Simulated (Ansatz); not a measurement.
**CH5BOSi: vertical ionisation energy**

An exercise on one series of results from a longer session: the logs are not shown, and one member is left open.

Method: unrestricted cation, the program's frozen cores in correlated methods; program: Ansatz 0.2.0, Gaussian basis.

The runs, in order: UKS PBE-D4/def2-TZVPP; UKS r2SCAN-D4/def2-TZVPP; UKS PBE0-D4/def2-TZVPP; UKS B3LYP-D4/def2-TZVPP; UKS wB97X-V/def2-TZVPP; UKS wB97M-V/def2-TZVPP; UKS B2PLYP/def2-TZVPP; UHF-MP2/def2-TZVPP; UHF-MP2/def2-QZVPP; then −ε(HOMO) from the neutral's earlier runs with LDA (SPW92), PBE-D4, revPBE-D4, BLYP-D4, r2SCAN-D4, B97M-V, PBE0-D4, B3LYP-D4, r2SCANh-D4, r2SCAN0-D4, HSE06-D4, BHLYP-D4, CAM-B3LYP-D4, LC-ωPBE, ωB97X-V, ωB97M-V.

1 further run of the same task is left out (it didn't finish).

## The relaxed structure

An earlier PBE0-D4 in a triple-zeta def2 set relaxation fixed the geometry.

SMILES `O=CB[SiH3]`, 9 atoms, charge 0, spin multiplicity 1.

Atoms are counted from 1 here; the program's logs count them from 0.

Bond lengths: O1–C2 1.223 Å, C2–B3 1.533 Å, C2–H5 1.103 Å, B3–Si4 2.010 Å, B3–H6 1.195 Å, Si4–H7 1.493 Å, Si4–H8 1.488 Å, Si4–H9 1.487 Å. Angles: O1–C2–B3 97.6°, O1–C2–H5 122.0°, B3–C2–H5 140.3°, C2–B3–Si4 121.3°, C2–B3–H6 116.4°, Si4–B3–H6 121.8°, B3–Si4–H7 107.1°, B3–Si4–H8 112.8°, B3–Si4–H9 111.7°, H7–Si4–H8 108.2°, H7–Si4–H9 107.9°, H8–Si4–H9 109.0°.

The first run:

File in.yaml:

```yaml
crystal:
  periodic: [false, false, false]
  atoms:
    - {symbol: O, position_ang: [1.059957, 1.660630, -0.887410]}
    - {symbol: C, position_ang: [0.382859, 0.824095, -1.467684]}
    - {symbol: B, position_ang: [-0.549870, 0.473832, -0.302071]}
    - {symbol: Si, position_ang: [-0.033940, -0.896989, 1.073890]}
    - {symbol: H, position_ang: [0.558734, 0.558867, -2.523881]}
    - {symbol: H, position_ang: [-1.528903, 1.149270, -0.182923]}
    - {symbol: H, position_ang: [-1.009056, -2.021219, 0.959655]}
    - {symbol: H, position_ang: [1.333026, -1.442572, 0.858313]}
    - {symbol: H, position_ang: [-0.124408, -0.352215, 2.455012]}
basis:
  gaussian: {orbitals: def2-TZVPP}
total_charge: 1
magnetization: {spin_polarized: true, initial_magnetization: 1}
hamiltonian: {xc: pbe, dispersion: d4}
```

Steps of the session up to this table: Cation, UKS PBE-D4/def2-TZVPP; Cation, UKS r2SCAN-D4/def2-TZVPP; Cation, UKS PBE0-D4/def2-TZVPP; Cation, UKS B3LYP-D4/def2-TZVPP; Cation, UKS wB97X-V/def2-TZVPP; Cation, UKS wB97M-V/def2-TZVPP; Cation, UKS B2PLYP (frozen core)/def2-TZVPP; Cation, UHF-MP2/def2-TZVPP; Cation, UHF-MP2/def2-QZVPP.

One table of the session follows, with a row left open; its other results are not shown here.

It belongs to the step «Ionisation energies side by side». Orbital estimates, from the neutral's runs:

```
  functional  −ε(HOMO) (eV)
 LDA (SPW92)           6.59
      PBE-D4           6.46
   revPBE-D4              ?
     BLYP-D4           6.35
   r2SCAN-D4           6.67
      B97M-V           6.81
     PBE0-D4           7.80
    B3LYP-D4           7.60
  r2SCANh-D4           7.18
  r2SCAN0-D4           7.97
    HSE06-D4           7.40
    BHLYP-D4           9.14
CAM-B3LYP-D4           9.22
     LC-ωPBE          10.53
     ωB97X-V          10.20
     ωB97M-V          10.12
```

**Question.** Estimate the row for revPBE-D4.

As computed: −ε(HOMO) (eV): 6.40. In the column «−ε(HOMO) (eV)» it lies between BLYP-D4 (6.35) and PBE-D4 (6.46).
